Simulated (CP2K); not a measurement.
WF:

```xyz
2
Lattice="5.3093 0.0000 0.0000 4.6065 2.6398 0.0000 4.6065 1.2264 2.3377" Properties=species:S:1:pos:R:3 pbc="T T T"
W    11.8228    3.1475    1.9031
F    13.6091    3.6231    2.1907
```

The cell was built by a generator and needn't be a form met in nature.

Program: CP2K 2026.2. Alike in all runs: task band structure; potentials or basis POTENTIAL_UZH W GTH-PBE-q14, F GTH-PBE-q7; TZVP-MOLOPT-PBE-GTH basis; no spin polarisation; cell as given; k mesh 11 × 11 × 11; smearing fermi-dirac 0.05 eV.

Order these runs on this cell by their pressure, lowest first.
A. level PBEsol
B. level HLE16
C. level LDA
D. level RPBE
E. level PBE

B (-24.5 GPa), C (-8.1 GPa), A (-5.2 GPa), E (-0.7 GPa), D (2.1 GPa).

Caveats: the basis of atomic orbitals isn't converged, which shifts pressures, moduli and gaps; an odd number of electrons without spin polarisation forces a metal; a magnetic or distorted state may lie lower; the potentials were made for another functional, which shifts forces and pressure (some runs); the potentials were made for a functional far from this one (some runs).
